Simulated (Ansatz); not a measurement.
# HOTi: the cost of one run

The runs use Ansatz 0.2.0, Gaussian basis; def2-TZVPP, core rule «outside noble gas», up to 10 orbitals frozen.

To be run: UHF; CCSD(T) on RHF; CCSD(T) on UHF; CCSDT(Q) on RHF; CCSDT(Q) on UHF.

9 further runs of the same task are left out: 4 for a known fault of the program, 5 set aside as unsound or not needed.

**1. The system**

The geometry is a PBE0/def2-TZVP stationary point (not a proven minimum) of the parent state, kept for this charge and spin.

3 atoms, charge 1, spin multiplicity 1.

Atoms are counted from 1 here; the program's logs count them from 0.

Bond lengths: Ti1–O2 1.607 Å, Ti1–H3 1.793 Å. Angles: O2–Ti1–H3 119.4°.

**2. UHF**

in.yaml reads:

```yaml
crystal:
  periodic: [false, false, false]
  atoms:
    - {symbol: Ti, position_ang: [0.000000, -0.075060, 0.375924]}
    - {symbol: O, position_ang: [0.000000, 0.139135, -1.216428]}
    - {symbol: H, position_ang: [0.000000, 1.356032, 1.456176]}
basis:
  gaussian: {orbitals: def2-TZVPP}
total_charge: 1
magnetization: {spin_polarized: true, initial_magnetization: 0}
hamiltonian: {xc: hf}
output: {orbitals: {seedname: orbitals}}
```

Command:

```
$ ansatz run in.yaml --threads 1 --pin off --events-out ev --progress --plain --max-ram 2816MiB --backend cpu
```

What time and memory should one allow on 1 thread of AMD EPYC 7R13, shared host?

About 23 s, with a peak of 0.3 GiB.
